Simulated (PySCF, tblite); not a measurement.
# C₄H₉AlO: geometry, infrared bands and NMR shifts

Wanted: the infrared bands and NMR shifts of C₄H₉AlO (`C/C=C\C[O][AlH2]`), by calculation.

Programs: tblite 0.8.0 and PySCF 2.14.0, with density-fitted response routines of our own. Each step states its level of theory. These are calculated values for one molecule in the gas phase, unless marked as measured. Atoms count from 0, in the outputs and in this text.

### Step 1. Starting geometry

15 atoms, charge 0, multiplicity 1; geometry from: force field or distance geometry start.

Bonds of the start (Å): C0–C1 1.50, C1–C2 1.34, C2–C3 1.51, C3–O4 1.39, O4–Al5 1.85, C0–H6 1.12, C0–H7 1.12, C0–H8 1.11, C1–H9 1.08, C2–H10 1.09, C3–H11 1.12, C3–H12 1.13, Al5–H13 1.59, Al5–H14 1.61.

### Step 2. Relaxing the molecule with GFN2-xTB

The job: settings as JSON, then the geometry in Å.

```
{"job": {"kind": "relax", "xc": "GFN2-xTB", "basis": "xTB"}, "charge": 0, "multiplicity": 1}
C      1.837300     0.848600    -0.314100
C      1.715700    -0.632000    -0.494000
C      0.635000    -1.346200    -0.149300
C     -0.618700    -0.720200     0.418500
O     -1.230800     0.085000    -0.534300
Al    -2.743300     0.894800     0.170500
H      1.066100     1.369400    -0.936600
H      1.699600     1.130700     0.758200
H      2.838800     1.187600    -0.638600
H      2.572500    -1.169500    -0.884800
H      0.641600    -2.421200    -0.296300
H     -0.343600    -0.148000     1.336600
H     -1.308200    -1.553200     0.732600
H     -4.151000     0.164900     0.074400
H     -2.615500     2.317200     0.907800
```

Run with:

```bash
$ OMP_NUM_THREADS=1 python probes_run.py task.json out
```

The driver reads the jobs from task.json and runs them one after another.

**Question.** This job is followed by: GFN2-xTB harmonic vibrations, gas phase; GIAO PBE0/pcSseg-1 NMR shielding, non-relativistic, gas phase. What will the session give for the following? strongest single infrared mode (GFN2-xTB); zero-point energy (GFN2-xTB); 13C shifts against TMS (PBE0/pcSseg-1); 1H shifts against TMS (PBE0/pcSseg-1, means over atoms taken as alike); 17O shifts against H2O (PBE0/pcSseg-1); 27Al shifts against AlH4- (PBE0/pcSseg-1).

The runs gave:

```
                                                              quantity                             value
                             strongest single infrared mode (GFN2-xTB)             1816 cm⁻¹, 453 km/mol
                                          zero-point energy (GFN2-xTB)                     71.4 kcal/mol
                                13C shifts against TMS (PBE0/pcSseg-1)      141.7, 139.7, 64.7, 18.1 ppm
1H shifts against TMS (PBE0/pcSseg-1, means over atoms taken as alike)  6.35, 6.32, 4.98, 4.41, 2.06 ppm
                                17O shifts against H2O (PBE0/pcSseg-1)                         100.2 ppm
                             27Al shifts against AlH4- (PBE0/pcSseg-1)                          92.5 ppm
```

What this shows: Relaxing lowered the energy by 1.167 eV in 103 steps; the close pair that moved most is O4–Al5, from 1.855 to 1.639 Å. No mode is imaginary among the 39: a minimum at this level. The strongest single mode, at 1816 cm⁻¹, moves mainly H14. GFN2-xTB is a fitted tight-binding method: band positions and strengths are rough. Its intensities can rank the bands wrongly. At PBE0/pcSseg-1: The widest tensor belongs to C1: span 237 ppm, with a paramagnetic part of -211 ppm.
